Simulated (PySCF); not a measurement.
**A diatomic session: BaSe**

One table from this session's results is given with a row withheld; the runs are named, their logs left out.

Program: PySCF 2.14.0. Level of theory: Ba x2c-TZVPPall, Se x2c-TZVPPall, spin-free X2C with a Gaussian nucleus. These are calculated values, not measurements.

The first run:

The job is set up so:

```
atoms                         : Ba, Se
charge                        : 0
basis                         : Ba x2c-TZVPPall, Se x2c-TZVPPall
Hamiltonian                   : spin-free X2C with a Gaussian nucleus
basis functions               : 133
electrons treated             : 90
masses in u                   : 137.9052, 79.9165
levels                        : PBE0, PBE, r²SCAN, B2PLYP, PBEsol, B97-3, TPSS, ωB97X-V, HF, MP2, SCS-MP2, CCSD, CCSD(T)
grid                          : 80 radial by 434 angular points
occupations                   : held fixed by the projection of orbital angular momentum
dissociation limit            : Ba + Se, each in its ground configuration
starting distance in angstrom : 2.900
values of 2S to try           : 0, 2
```

Launch:

```sh
> OMP_NUM_THREADS=2 python dia.py task.json out
```

Steps of the session up to this table: Input; The PBE0 curve of the state that the search chose; Excited determinants; PBE; r²SCAN; B2PLYP (double hybrid); PBEsol; B97-3; TPSS; ωB97X-V (range-separated hybrid); RHF (mean field); MP2 and coupled cluster.

One table of the session follows, with a row left open; its other results are not shown here.

It belongs to the step «The curves together». Energy (eV) from each level's lowest point:

| R (Å) | RHF | RHF-MP2 | RHF-SCS-MP2 | RHF-CCSD | RHF-CCSD(T) |
| --- | --- | --- | --- | --- | --- |
| 2.276 | 1.701 | 1.209 | 1.309 | n/a | n/a |
| 2.381 | 0.841 | 0.534 | 0.598 | 0.611 | 0.625 |
| 2.487 | 0.325 | 0.164 | 0.198 | 0.204 | 0.215 |
| 2.567 | 0.110 | 0.034 | 0.050 | 0.052 | 0.059 |
| 2.646 | 0.010 | 0.000 | 0.000 | 0.000 | 0.000 |
| 2.725 | 0.000 | 0.040 | 0.027 | 0.025 | 0.017 |
| 2.831 | ? | ? | ? | ? | ? |
| 2.963 | 0.334 | 0.441 | 0.400 | 0.403 | 0.356 |
| 3.122 | 0.730 | 0.829 | 0.775 | 0.792 | 0.707 |
| 3.334 | 1.336 | 1.375 | 1.305 | n/a | n/a |

Estimate the missing values for R (Å) = 2.831.

Worked estimate for «RHF». A straight line through the neighbours (2.725, 0.000) and (2.963, 0.334) gives 0.000 + (0.334 − 0.000) × (2.831 − 2.725) / (2.963 − 2.725) = 0.149; a parabola fitted to 4 rows on both sides gives 0.108.

As computed: RHF: 0.094; RHF-MP2: 0.178; RHF-SCS-MP2: 0.150; RHF-CCSD: 0.149; RHF-CCSD(T): 0.126. In «RHF» the line misses by +0.055 and the parabola by +0.014.
